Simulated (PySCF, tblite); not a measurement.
# C₄H₆F₂O: a rotation path, then NMR shifts on frames

Aim: move C₄H₆F₂O (`CO/C(F)=C/CF`) away from its starting geometry and see how NMR shifts follow the geometry.

Programs: tblite 0.8.0 and PySCF 2.14.0, with density-fitted response routines of our own. Each step states its level of theory. These are calculated values for one molecule in the gas phase, unless marked as measured. Atoms are numbered from 0 throughout.

## 1. The starting structure

13 atoms, charge 0, multiplicity 1; geometry from: GFN2-xTB.

Bonds of the start (Å): C0–O1 1.42, O1–C2 1.33, C2–F3 1.35, C2–C4 1.33, C4–C5 1.49, C5–F6 1.38, C0–H7 1.09, C0–H8 1.09, C0–H9 1.09, C4–H10 1.08, C5–H11 1.09, C5–H12 1.10.

## 2. A band between two rotamers with GFN2-xTB

Job settings and geometry (Å):

```
{"job": {"kind": "neb", "xc": "GFN2-xTB", "basis": "xTB", "atoms": [3, 2, 1, 0], "turn": 180}, "charge": 0, "multiplicity": 1}
C     -2.485889    -0.059935     0.288502
O     -1.224441     0.489691     0.633539
C     -0.146410     0.034048    -0.008292
F     -0.402601    -0.895932    -0.953623
C      1.090073     0.464602     0.209505
C      2.292432    -0.044159    -0.512941
F      3.235843    -0.495798     0.385908
H     -3.205103     0.444719     0.929009
H     -2.726236     0.129118    -0.760901
H     -2.511979    -1.136314     0.475936
H      1.246494     1.202188     0.977228
H      2.051548    -0.885734    -1.168484
H      2.781880     0.753993    -1.084951
```

Method: GFN2-xTB climbing-image nudged elastic band, gas phase.

On the command line:

```sh
OMP_NUM_THREADS=1 python probes_run.py task.json out
```

This one command runs all jobs of the session in turn.

The log of the run:

```text
image   E - E0 / eV
  0       0.0000
  1       0.0112
  2       0.0440
  3       0.0984
  4       0.1536
  5       0.1564
  6       0.1092
  7       0.0480
  8       0.0214
```

Wall time 4.2 s (1 thread of Intel Xeon Platinum 8259CL at 2.50GHz, shared host); peak memory 0.18 GiB.

The final band, with the dihedral F3–C2–O1–C0:

```tsv
image	dihedral (°)	energy (eV)	energy (kcal/mol)
0	2	0.000	0.0
1	25	0.011	0.3
2	46	0.044	1.0
3	67	0.098	2.3
4	92	0.154	3.5
5	119	0.156	3.6
6	145	0.109	2.5
7	163	0.048	1.1
8	180	0.021	0.5
```

## 3. Shielding tensors: image 0, PBE0/pcSseg-1

Job settings and geometry (Å):

```
{"job": {"kind": "nmr", "xc": "PBE0", "basis": "pcSseg-1", "pop": false}, "charge": 0, "multiplicity": 1}
C     -2.485900    -0.059900     0.288500
O     -1.224400     0.489700     0.633500
C     -0.146400     0.034000    -0.008300
F     -0.402600    -0.895900    -0.953600
C      1.090100     0.464600     0.209500
C      2.292400    -0.044200    -0.512900
F      3.235800    -0.495800     0.385900
H     -3.205100     0.444700     0.929000
H     -2.726200     0.129100    -0.760900
H     -2.512000    -1.136300     0.475900
H      1.246500     1.202200     0.977200
H      2.051500    -0.885700    -1.168500
H      2.781900     0.754000    -1.085000
```

Level: GIAO PBE0/pcSseg-1 NMR shielding, non-relativistic, gas phase.

The log of the run:

```text
coarse grid: 11328 points
cycle   1  E = -430.2344470276  dE =  9.773e-01  |g| = 7.769e-01  |ddm| = 3.099e+00
cycle   2  E = -430.1425285494  dE =  9.192e-02  |g| = 1.085e+00  |ddm| = 1.080e+00
cycle   3  E = -430.3383424751  dE = -1.958e-01  |g| = 6.931e-02  |ddm| = 6.678e-01
cycle   4  E = -430.3391724039  dE = -8.299e-04  |g| = 3.371e-02  |ddm| = 8.628e-02
cycle   5  E = -430.3393911810  dE = -2.188e-04  |g| = 1.145e-02  |ddm| = 3.546e-02
cycle   6  E = -430.3394153565  dE = -2.418e-05  |g| = 3.982e-03  |ddm| = 1.020e-02
cycle   7  E = -430.3394188698  dE = -3.513e-06  |g| = 6.211e-04  |ddm| = 2.985e-03
final grid: 111480 points
cycle   8  E = -430.4041761927  dE = -3.201e-05  |g| = 1.128e-02  |ddm| = 2.400e-02
cycle   9  E = -430.4041488646  dE =  2.733e-05  |g| = 1.691e-02  |ddm| = 1.524e-02
cycle  10  E = -430.4041993023  dE = -5.044e-05  |g| = 1.652e-03  |ddm| = 9.657e-03
cycle  11  E = -430.4041999232  dE = -6.209e-07  |g| = 3.339e-04  |ddm| = 1.453e-03
cycle  12  E = -430.4041999428  dE = -1.961e-08  |g| = 1.398e-04  |ddm| = 3.392e-04
cycle  13  E = -430.4041999469  dE = -4.051e-09  |g| = 2.609e-05  |ddm| = 1.094e-04
cycle  14  E = -430.4041999470  dE = -1.263e-10  |g| = 9.099e-06  |ddm| = 2.510e-05
converged SCF energy = -430.4041999470

GIAO shielding tensors (ppm)
atom      isotropic    diamagn.    paramagn.     s11        s22        s33       span
  0 C      132.192     243.621    -111.429    104.572    111.128    180.874     76.302
  1 O      235.375     397.242    -161.867    161.249    238.637    306.240    144.991
  2 C       17.569     253.928    -236.360    -70.966     55.573     68.098    139.063
  3 F      275.267     477.233    -201.967    201.022    290.864    333.913    132.891
  4 C      105.225     255.495    -150.270     41.328    121.966    152.381    111.052
  5 C      106.834     240.684    -133.849     68.433     86.514    165.556     97.124
  6 F      408.522     469.174     -60.652    382.154    391.061    452.350     70.197
  7 H       27.865      27.600       0.264     24.097     25.924     33.573      9.477
  8 H       27.802      28.723      -0.921     24.103     25.720     33.583      9.480
  9 H       27.785      28.790      -1.005     24.065     25.718     33.572      9.507
 10 H       27.267      31.532      -4.265     23.954     27.947     29.899      5.946
 11 H       26.303      28.651      -2.349     21.847     27.185     29.876      8.030
 12 H       26.427      27.074      -0.647     21.678     27.274     30.330      8.652
```

It took 21 s on 1 thread of Intel Xeon Platinum 8259CL at 2.50GHz, shared host; peak memory 0.71 GiB.

The references, computed at this level on geometries of the same kind, shield at (ppm): 1H TMS 31.72, 13C TMS 186.9, 19F CFCl3 170.9, 17O H2O 336.1. Their shielding less the atom's gives the shift. The references are single molecules in the gas phase, so shifts against H2O, NH3, PH3, H3PO4 or CFCl3 are not on the usual liquid scales and can be off by tens of ppm. Each atom is listed at this fixed geometry, with no averaging over motion; a spectrum would average atoms that exchange fast.

```tsv
atoms	environment	σ (ppm)	δ (ppm)
C2	alkene carbon bearing oxygen	17.6	169.4
C4	β carbon of an enol-ether or enamine type C=C	105.2	81.7
C5	allylic sp3 CH2 bonded to F	106.8	80.1
C0	methyl carbon bonded to O	132.2	54.7
H11	hydrogen on an allylic sp3 CH2 bonded to F	26.30	5.41
H12	hydrogen on an allylic sp3 CH2 bonded to F	26.43	5.29
H10	hydrogen on a β carbon of an enol-ether or enamine type C=C	27.27	4.45
H9	hydrogen on a methyl carbon bonded to O	27.78	3.93
H8	hydrogen on a methyl carbon bonded to O	27.80	3.91
H7	hydrogen on a methyl carbon bonded to O	27.86	3.85
O1	ether oxygen	235.4	100.7
F3	vinylic fluorine	275.3	-104.3
F6	fluorine on an sp3 carbon	408.5	-237.6
```

## 4. NMR shieldings: image 2, PBE0/pcSseg-1

Job settings and geometry (Å):

```
{"job": {"kind": "nmr", "xc": "PBE0", "basis": "pcSseg-1", "pop": false}, "charge": 0, "multiplicity": 1}
C     -2.410900    -0.113900     0.384000
O     -1.303000     0.773200     0.252900
C     -0.198300     0.246900    -0.276000
F     -0.418400    -0.496900    -1.389600
C      1.030200     0.451000     0.176100
C      2.269300    -0.078400    -0.464900
F      2.984000    -0.826500     0.446200
H     -3.204100     0.469500     0.843300
H     -2.736000    -0.490300    -0.588400
H     -2.143600    -0.954100     1.031400
H      1.146500     1.020200     1.082600
H      2.045400    -0.735000    -1.309800
H      2.934600     0.735000    -0.777300
```

Method: GIAO PBE0/pcSseg-1 NMR shielding, non-relativistic, gas phase.

The log of the run:

```text
coarse grid: 11328 points
cycle   1  E = -430.2360827130  dE =  9.631e-01  |g| = 7.757e-01  |ddm| = 3.082e+00
cycle   2  E = -430.1424327845  dE =  9.365e-02  |g| = 1.093e+00  |ddm| = 1.148e+00
cycle   3  E = -430.3388036666  dE = -1.964e-01  |g| = 6.826e-02  |ddm| = 7.147e-01
cycle   4  E = -430.3396160248  dE = -8.124e-04  |g| = 3.296e-02  |ddm| = 8.571e-02
cycle   5  E = -430.3398263675  dE = -2.103e-04  |g| = 1.091e-02  |ddm| = 3.489e-02
cycle   6  E = -430.3398482229  dE = -2.186e-05  |g| = 3.828e-03  |ddm| = 1.011e-02
cycle   7  E = -430.3398515751  dE = -3.352e-06  |g| = 5.908e-04  |ddm| = 2.989e-03
final grid: 111480 points
cycle   8  E = -430.4052844761  dE = -3.391e-05  |g| = 1.105e-02  |ddm| = 2.334e-02
cycle   9  E = -430.4052600160  dE =  2.446e-05  |g| = 1.629e-02  |ddm| = 1.511e-02
cycle  10  E = -430.4053068803  dE = -4.686e-05  |g| = 1.483e-03  |ddm| = 9.467e-03
cycle  11  E = -430.4053073728  dE = -4.926e-07  |g| = 3.337e-04  |ddm| = 1.351e-03
cycle  12  E = -430.4053073927  dE = -1.987e-08  |g| = 1.435e-04  |ddm| = 3.424e-04
cycle  13  E = -430.4053073970  dE = -4.255e-09  |g| = 2.595e-05  |ddm| = 1.135e-04
cycle  14  E = -430.4053073971  dE = -1.296e-10  |g| = 9.563e-06  |ddm| = 2.607e-05
converged SCF energy = -430.4053073971

GIAO shielding tensors (ppm)
atom      isotropic    diamagn.    paramagn.     s11        s22        s33       span
  0 C      129.025     244.850    -115.825     96.828    106.552    183.695     86.867
  1 O      236.388     397.435    -161.046    169.935    241.843    297.386    127.451
  2 C       16.387     252.754    -236.366    -72.413     52.657     68.918    141.331
  3 F      272.066     477.338    -205.273    172.814    307.787    335.596    162.781
  4 C       98.559     256.974    -158.415     30.301    115.436    149.940    119.639
  5 C      106.979     240.340    -133.362     69.645     86.064    165.227     95.582
  6 F      411.596     470.247     -58.651    388.615    392.202    453.971     65.356
  7 H       27.814      27.893      -0.079     24.229     25.681     33.532      9.303
  8 H       27.453      28.897      -1.444     23.429     26.173     32.756      9.327
  9 H       28.188      29.376      -1.188     24.742     26.019     33.805      9.062
 10 H       27.013      32.068      -5.055     23.987     27.352     29.699      5.712
 11 H       26.276      28.533      -2.257     21.904     27.076     29.849      7.945
 12 H       26.479      26.719      -0.240     21.915     27.077     30.445      8.530
```

Run time: 23 s. Hardware: 1 thread of Intel Xeon Platinum 8259CL at 2.50GHz, shared host; peak memory 0.72 GiB.

In short: δ C2 170.5, C4 88.4, C5 79.9, C0 57.9, H11 5.44, H12 5.24 ppm.

## 5. Shielding tensors: image 5, PBE0/pcSseg-1

Job settings and geometry (Å):

```
{"job": {"kind": "nmr", "xc": "PBE0", "basis": "pcSseg-1", "pop": false}, "charge": 0, "multiplicity": 1}
C     -2.203900    -0.101600     0.560300
O     -1.514400     0.729500    -0.366600
C     -0.264600     0.372800    -0.689300
F     -0.156000     0.119800    -2.014600
C      0.806400     0.307000     0.088900
C      2.156700    -0.119200    -0.383200
F      2.623700    -1.149400     0.404200
H     -3.135200     0.413300     0.783300
H     -2.420400    -1.075700     0.113200
H     -1.629300    -0.242300     1.478000
H      0.713900     0.543700     1.136200
H      2.130100    -0.488600    -1.411200
H      2.888500     0.691200    -0.288800
```

Level: GIAO PBE0/pcSseg-1 NMR shielding, non-relativistic, gas phase.

The log of the run:

```text
coarse grid: 11328 points
cycle   1  E = -430.2317685953  dE =  9.583e-01  |g| = 7.758e-01  |ddm| = 3.081e+00
cycle   2  E = -430.1397219093  dE =  9.205e-02  |g| = 1.096e+00  |ddm| = 1.116e+00
cycle   3  E = -430.3341126463  dE = -1.944e-01  |g| = 6.385e-02  |ddm| = 6.832e-01
cycle   4  E = -430.3348790164  dE = -7.664e-04  |g| = 2.673e-02  |ddm| = 7.622e-02
cycle   5  E = -430.3350333045  dE = -1.543e-04  |g| = 8.346e-03  |ddm| = 3.014e-02
cycle   6  E = -430.3350444555  dE = -1.115e-05  |g| = 3.936e-03  |ddm| = 8.348e-03
cycle   7  E = -430.3350479417  dE = -3.486e-06  |g| = 4.479e-04  |ddm| = 3.069e-03
final grid: 111480 points
cycle   8  E = -430.4015688935  dE = -4.253e-05  |g| = 1.102e-02  |ddm| = 2.595e-02
cycle   9  E = -430.4015448785  dE =  2.402e-05  |g| = 1.616e-02  |ddm| = 1.580e-02
cycle  10  E = -430.4015915462  dE = -4.667e-05  |g| = 1.558e-03  |ddm| = 1.009e-02
cycle  11  E = -430.4015920937  dE = -5.475e-07  |g| = 3.659e-04  |ddm| = 1.520e-03
cycle  12  E = -430.4015921196  dE = -2.598e-08  |g| = 1.552e-04  |ddm| = 3.693e-04
cycle  13  E = -430.4015921247  dE = -5.070e-09  |g| = 2.524e-05  |ddm| = 1.160e-04
cycle  14  E = -430.4015921248  dE = -1.219e-10  |g| = 8.831e-06  |ddm| = 2.472e-05
converged SCF energy = -430.4015921248

GIAO shielding tensors (ppm)
atom      isotropic    diamagn.    paramagn.     s11        s22        s33       span
  0 C      121.800     245.385    -123.586     85.388     97.382    182.629     97.241
  1 O      243.316     397.334    -154.018    163.558    242.967    323.423    159.865
  2 C       11.587     250.405    -238.817    -79.808     48.638     65.931    145.739
  3 F      242.666     475.799    -233.133    171.423    246.752    309.823    138.400
  4 C       95.727     259.569    -163.842     24.499    108.108    154.572    130.073
  5 C      106.581     239.200    -132.619     69.378     85.670    164.694     95.315
  6 F      413.028     471.341     -58.312    390.283    394.138    454.664     64.381
  7 H       27.549      27.960      -0.411     24.115     25.305     33.227      9.113
  8 H       27.630      29.205      -1.575     23.936     25.565     33.388      9.453
  9 H       27.892      30.412      -2.519     24.259     26.752     32.665      8.406
 10 H       27.144      33.066      -5.923     24.042     26.890     30.499      6.457
 11 H       26.196      28.115      -1.918     21.750     27.012     29.827      8.077
 12 H       26.430      26.634      -0.204     21.962     26.963     30.366      8.404
```

Run time: 20 s. Hardware: 1 thread of Intel Xeon Platinum 8259CL at 2.50GHz, shared host; peak memory 0.72 GiB.

Key values: δ C2 175.3, C4 91.2, C5 80.3, C0 65.1, H11 5.52, H12 5.29 ppm.

## 6. Shielding tensors: image 6, PBE0/pcSseg-1

Job settings and geometry (Å):

```
{"job": {"kind": "nmr", "xc": "PBE0", "basis": "pcSseg-1", "pop": false}, "charge": 0, "multiplicity": 1}
C     -2.159600    -0.060800     0.604900
O     -1.574400     0.574800    -0.518600
C     -0.279900     0.346200    -0.771600
F     -0.081100     0.322300    -2.104100
C      0.745300     0.207700     0.059100
C      2.135600    -0.117600    -0.374700
F      2.577200    -1.235600     0.302900
H     -3.162200     0.352000     0.689100
H     -2.219800    -1.140800     0.443300
H     -1.607000     0.137300     1.524400
H      0.591000     0.283100     1.122000
H      2.189200    -0.351100    -1.440600
H      2.841300     0.683000    -0.125500
```

Method: GIAO PBE0/pcSseg-1 NMR shielding, non-relativistic, gas phase.

The log of the run:

```text
coarse grid: 11328 points
cycle   1  E = -430.2349796573  dE =  9.729e-01  |g| = 7.716e-01  |ddm| = 3.088e+00
cycle   2  E = -430.1457105196  dE =  8.927e-02  |g| = 1.086e+00  |ddm| = 1.097e+00
cycle   3  E = -430.3366212546  dE = -1.909e-01  |g| = 6.390e-02  |ddm| = 6.681e-01
cycle   4  E = -430.3373942067  dE = -7.730e-04  |g| = 2.483e-02  |ddm| = 7.204e-02
cycle   5  E = -430.3375373627  dE = -1.432e-04  |g| = 4.960e-03  |ddm| = 2.622e-02
cycle   6  E = -430.3375419804  dE = -4.618e-06  |g| = 1.581e-03  |ddm| = 4.134e-03
final grid: 111480 points
cycle   7  E = -430.4035242991  dE = -3.986e-05  |g| = 1.059e-02  |ddm| = 2.716e-02
cycle   8  E = -430.4034993042  dE =  2.499e-05  |g| = 1.601e-02  |ddm| = 1.540e-02
cycle   9  E = -430.4035448882  dE = -4.558e-05  |g| = 1.540e-03  |ddm| = 1.008e-02
cycle  10  E = -430.4035454361  dE = -5.480e-07  |g| = 3.670e-04  |ddm| = 1.520e-03
cycle  11  E = -430.4035454614  dE = -2.523e-08  |g| = 1.476e-04  |ddm| = 3.648e-04
cycle  12  E = -430.4035454655  dE = -4.192e-09  |g| = 2.325e-05  |ddm| = 1.033e-04
cycle  13  E = -430.4035454656  dE = -1.031e-10  |g| = 7.392e-06  |ddm| = 2.221e-05
converged SCF energy = -430.4035454656

GIAO shielding tensors (ppm)
atom      isotropic    diamagn.    paramagn.     s11        s22        s33       span
  0 C      127.079     245.755    -118.676     97.384    101.608    182.245     84.861
  1 O      233.401     396.633    -163.232    138.304    252.906    308.993    170.689
  2 C       13.256     249.272    -236.016    -76.068     51.151     64.686    140.753
  3 F      245.555     475.158    -229.603    174.079    254.180    308.406    134.327
  4 C      103.336     260.967    -157.631     36.912    112.853    160.242    123.329
  5 C      106.454     238.557    -132.102     68.454     85.794    165.115     96.661
  6 F      409.256     471.518     -62.262    381.210    392.148    454.410     73.200
  7 H       27.615      27.855      -0.240     23.851     25.636     33.359      9.509
  8 H       27.869      29.502      -1.633     24.289     25.678     33.641      9.351
  9 H       27.847      30.493      -2.646     23.900     26.843     32.797      8.897
 10 H       27.465      33.765      -6.300     23.949     27.313     31.133      7.184
 11 H       26.205      27.913      -1.708     21.659     27.166     29.789      8.130
 12 H       26.410      26.741      -0.331     21.855     26.918     30.456      8.601
```

It took 21 s on 1 thread of Intel Xeon Platinum 8259CL at 2.50GHz, shared host; peak memory 0.72 GiB.

Key values: δ C2 173.7, C4 83.6, C5 80.5, C0 59.8, H11 5.51, H12 5.31 ppm.

## 7. NMR shieldings: image 8, PBE0/pcSseg-1

Job settings and geometry (Å):

```
{"job": {"kind": "nmr", "xc": "PBE0", "basis": "pcSseg-1", "pop": false}, "charge": 0, "multiplicity": 1}
C     -2.121400     0.060100     0.644500
O     -1.619600     0.316200    -0.648300
C     -0.297500     0.222200    -0.833200
F     -0.026200     0.493000    -2.119200
C      0.676900    -0.042900     0.028700
C      2.118300    -0.105600    -0.359300
F      2.656300    -1.321900     0.006500
H     -3.200300     0.178400     0.569600
H     -1.883800    -0.957600     0.965200
H     -1.722000     0.775300     1.368900
H      0.452500    -0.263300     1.057700
H      2.254600    -0.008000    -1.439400
H      2.707700     0.654300     0.168800
```

Method: GIAO PBE0/pcSseg-1 NMR shielding, non-relativistic, gas phase.

The log of the run:

```text
coarse grid: 11328 points
cycle   1  E = -430.2397346832  dE =  9.875e-01  |g| = 7.674e-01  |ddm| = 3.094e+00
cycle   2  E = -430.1529791929  dE =  8.676e-02  |g| = 1.077e+00  |ddm| = 1.092e+00
cycle   3  E = -430.3405766001  dE = -1.876e-01  |g| = 6.453e-02  |ddm| = 6.607e-01
cycle   4  E = -430.3413343938  dE = -7.578e-04  |g| = 2.641e-02  |ddm| = 7.020e-02
cycle   5  E = -430.3414881489  dE = -1.538e-04  |g| = 7.517e-03  |ddm| = 2.636e-02
cycle   6  E = -430.3414978406  dE = -9.692e-06  |g| = 3.959e-03  |ddm| = 8.650e-03
cycle   7  E = -430.3415013792  dE = -3.539e-06  |g| = 5.889e-04  |ddm| = 3.468e-03
final grid: 111480 points
cycle   8  E = -430.4073786489  dE = -4.508e-05  |g| = 1.100e-02  |ddm| = 2.965e-02
cycle   9  E = -430.4073531056  dE =  2.554e-05  |g| = 1.644e-02  |ddm| = 1.560e-02
cycle  10  E = -430.4074009365  dE = -4.783e-05  |g| = 1.735e-03  |ddm| = 1.020e-02
cycle  11  E = -430.4074016279  dE = -6.914e-07  |g| = 3.533e-04  |ddm| = 1.664e-03
cycle  12  E = -430.4074016499  dE = -2.204e-08  |g| = 1.583e-04  |ddm| = 3.554e-04
cycle  13  E = -430.4074016548  dE = -4.864e-09  |g| = 2.305e-05  |ddm| = 1.103e-04
cycle  14  E = -430.4074016549  dE = -1.021e-10  |g| = 7.764e-06  |ddm| = 2.220e-05
converged SCF energy = -430.4074016549

GIAO shielding tensors (ppm)
atom      isotropic    diamagn.    paramagn.     s11        s22        s33       span
  0 C      131.045     246.654    -115.609    103.410    108.913    180.811     77.402
  1 O      219.120     396.596    -177.476    114.438    254.874    288.047    173.609
  2 C       14.120     248.842    -234.721    -72.924     53.239     62.046    134.971
  3 F      258.443     474.512    -216.069    181.209    276.671    317.449    136.240
  4 C      109.887     261.661    -151.774     50.559    116.896    162.205    111.646
  5 C      106.715     238.550    -131.834     68.593     86.233    165.320     96.727
  6 F      408.752     470.409     -61.657    378.226    393.890    454.141     75.915
  7 H       27.544      27.718      -0.174     23.432     25.809     33.390      9.958
  8 H       28.088      30.134      -2.046     25.028     25.849     33.386      8.358
  9 H       28.129      30.160      -2.031     25.103     25.801     33.482      8.379
 10 H       27.814      34.381      -6.567     24.314     27.913     31.216      6.902
 11 H       26.187      27.778      -1.591     21.578     27.271     29.713      8.134
 12 H       26.409      27.095      -0.686     21.735     27.110     30.381      8.646
```

Wall time 23 s (1 thread of Intel Xeon Platinum 8259CL at 2.50GHz, shared host); peak memory 0.73 GiB.

In short: δ C2 172.8, C5 80.2, C4 77.0, C0 55.9, H11 5.53, H12 5.31 ppm.

## 8. Comparing the runs: NMR shifts

Shifts (ppm) of some atoms, chosen among heavy atoms and hydrogens apart, with basis size and wall time:

```tsv
frame	C2	C4	C0	H10	H8	O1	F3	functions	time
image 0	169.4	81.7	54.7	4.45	3.91	100.7	-104.3	149	21 s
image 2	170.5	88.4	57.9	4.70	4.26	99.7	-101.1	149	23 s
image 5	175.3	91.2	65.1	4.57	4.09	92.8	-71.7	149	20 s
image 6	173.7	83.6	59.8	4.25	3.85	102.7	-74.6	149	21 s
image 8	172.8	77.0	55.9	3.90	3.63	117.0	-87.5	149	23 s
```

## 9. Outcome

| quantity | value |
| --- | --- |
| barrier | 0.156 eV (3.6 kcal/mol) at image 5 |
| end to end (GFN2-xTB) | 0.021 eV |
| 13C shifts against TMS (PBE0/pcSseg-1, image 0) | 169.4, 81.7, 80.1, 54.7 ppm |
| 1H shifts against TMS (PBE0/pcSseg-1, image 0) | 5.41, 5.29, 4.45, 3.93, 3.91, 3.85 ppm |
| 17O shifts against H2O (PBE0/pcSseg-1, image 0) | 100.7 ppm |
| 19F shifts against CFCl3 (PBE0/pcSseg-1, image 0) | -104.3, -237.6 ppm |
| range of the shift of F3 | -104.3 to -71.7 ppm |

In words: Along the band the dihedral turns by 178°, and the top (dihedral 119°) lies 3.6 kcal/mol above the start (GFN2-xTB, rough), so at room temperature this motion is fast. Ends this close can change order at a higher level. The top was not checked by a frequency run. Shifts at one fixed geometry are not the observed spectrum, which averages over the motion. Across the 5 runs the shift of F3 moves most, between -104.3 (image 0) and -71.7 ppm (image 5).
